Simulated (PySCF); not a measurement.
# [Ta(BH4)4]−: other functionals and bases at one geometry

The task here is to estimate one member of a computed series from the others.

Method: several levels, as the steps say, no spin–orbit coupling; program: PySCF 2.14.0.

3 further runs of the same task are left out: 1 for a known fault of the program, 1 that didn't finish, 1 set aside as unsound or not needed.

**The system as given**

21 atoms, charge -1, spin multiplicity 3.

Bond lengths: Ta1–B2 2.474 Å, Ta1–H4 1.893 Å, Ta1–B7 2.474 Å, Ta1–H9 1.893 Å, Ta1–B12 2.303 Å, Ta1–H14 2.003 Å, Ta1–H15 2.256 Å, Ta1–H16 2.256 Å, Ta1–B17 2.303 Å, Ta1–H19 2.003 Å, Ta1–H20 2.256 Å, Ta1–H21 2.256 Å, B2–H3 1.225 Å, B2–H4 1.297 Å, B2–H5 1.229 Å, B2–H6 1.229 Å, B7–H8 1.225 Å, B7–H9 1.297 Å and more. Angles: B2–Ta1–H4 31.1°, B2–Ta1–B7 123.1°, B2–Ta1–H9 92.1°, B2–Ta1–B12 105.6°, B2–Ta1–H14 90.3°, B2–Ta1–H15 136.9°, B2–Ta1–H16 86.9°, B2–Ta1–B17 105.6°, B2–Ta1–H19 90.3°, B2–Ta1–H20 86.9°, B2–Ta1–H21 136.9°, H4–Ta1–B7 92.1°, H4–Ta1–H9 61.0°, H4–Ta1–B12 119.1°, H4–Ta1–H14 90.5°, H4–Ta1–H15 147.0°, H4–Ta1–H16 112.7°, H4–Ta1–B17 119.1° and more.

Geometry (Å):

```xyz
21
charge -1, multiplicity 3
Ta    0.0000    0.0000    0.0104
B     1.5387    1.5387    1.1884
H     1.9233    1.9233    2.2855
H     0.6793    0.6793    1.6415
H     2.4246    0.9797    0.5459
H     0.9797    2.4246    0.5459
B    -1.5387   -1.5387    1.1884
H    -1.9233   -1.9233    2.2855
H    -0.6793   -0.6793    1.6415
H    -2.4246   -0.9797    0.5459
H    -0.9797   -2.4246    0.5459
B     1.3449   -1.3449   -1.2885
H     2.1448   -2.1448   -1.7307
H     1.4162   -1.4162   -0.0088
H     0.1577   -1.5804   -1.5922
H     1.5804   -0.1577   -1.5922
B    -1.3449    1.3449   -1.2885
H    -2.1448    2.1448   -1.7307
H    -1.4162    1.4162   -0.0088
H    -0.1577    1.5804   -1.5922
H    -1.5804    0.1577   -1.5922
```

Formal oxidation states: Ta +3. An earlier session relaxed this geometry at r2SCAN, Ta def2-SVP with ECP60, B def2-SVP, H def2-SVP (triplet, point group C2v).

At r2SCAN on the finer grid: E = -165.887466 Eh, HOMO -0.09 eV, LUMO 1.10 eV (over both spins), ⟨S²⟩ = 2.009, Mulliken charge on Ta1 +0.53 e, largest force component 0.036 eV/Å. 

Levels to run: CAM-B3LYP; wB97X; TPSSh; M06-L. Hardware: 4 threads of Arm Neoverse V2, shared host.

The first run:

run.py (the lines that set the calculation) reads:

```python
mol = gto.M(atom='''
Ta     0.00000     0.00000     0.01042
B      1.53866     1.53866     1.18835
H      1.92332     1.92332     2.28550
H      0.67932     0.67932     1.64147
H      2.42457     0.97972     0.54590
H      0.97972     2.42457     0.54590
B     -1.53866    -1.53866     1.18835
H     -1.92332    -1.92332     2.28550
H     -0.67932    -0.67932     1.64147
H     -2.42457    -0.97972     0.54590
H     -0.97972    -2.42457     0.54590
B      1.34485    -1.34485    -1.28845
H      2.14480    -2.14480    -1.73072
H      1.41618    -1.41618    -0.00879
H      0.15773    -1.58045    -1.59222
H      1.58045    -0.15773    -1.59222
B     -1.34485     1.34485    -1.28845
H     -2.14480     2.14480    -1.73072
H     -1.41618     1.41618    -0.00879
H     -0.15773     1.58045    -1.59222
H     -1.58045     0.15773    -1.59222''',
    basis={'Ta': 'def2-SVP', 'B': 'def2-SVP', 'H': 'def2-SVP'},
    ecp={'Ta': 'def2-SVP'},
    charge=-1, spin=2)
mf = dft.UKS(mol, xc='CAMB3LYP')
mf.grids.atom_grid = (75, 302)
mf = mf.density_fit()  # fitting sets: Ta def2-universal-JKFIT, B def2-universal-JKFIT, H def2-universal-JKFIT
mf.conv_tol = 1e-08; mf.max_cycle = 55
mf.kernel(dm0)  # dm0: the density of the relaxed state
```

Launch:

```
$ OMP_NUM_THREADS=4 python run.py
```

Among the steps run: CAM-B3LYP; wB97X; TPSSh; M06-L.

One of the session's tables, all rows but one given; the rest of the session is left out.

```
                level  HOMO (eV)  gap (eV)  charge on Ta1 (e)  dipole (D)  largest force component (eV/Å)
r2SCAN (relaxed here)      -0.09      1.18               0.53        1.40                            0.04
            CAM-B3LYP      -2.17      5.32               0.51        1.42                            0.19
                wB97X      -3.11      7.26               0.59        1.44                            0.34
                TPSSh      -0.33      1.71               0.50        1.46                            0.16
                M06-L          ?         ?                  ?           ?                               ?
```

Q: Estimate the row for M06-L from the others.

The run gave: HOMO (eV): 0.14; gap (eV): 1.01; charge on Ta1 (e): 0.91; dipole (D): 1.35; largest force component (eV/Å): 0.18. In the column «HOMO (eV)» it is the highest.

The dipole of a charged species depends on the origin, so these sizes hold for this origin alone.

In one basis the HOMO–LUMO gap runs from 1.01 eV (M06-L) to 7.26 eV (wB97X). The largest leftover force, 0.34 eV/Å with wB97X, stands at a geometry relaxed at another level. Total energies of different levels can't be compared.
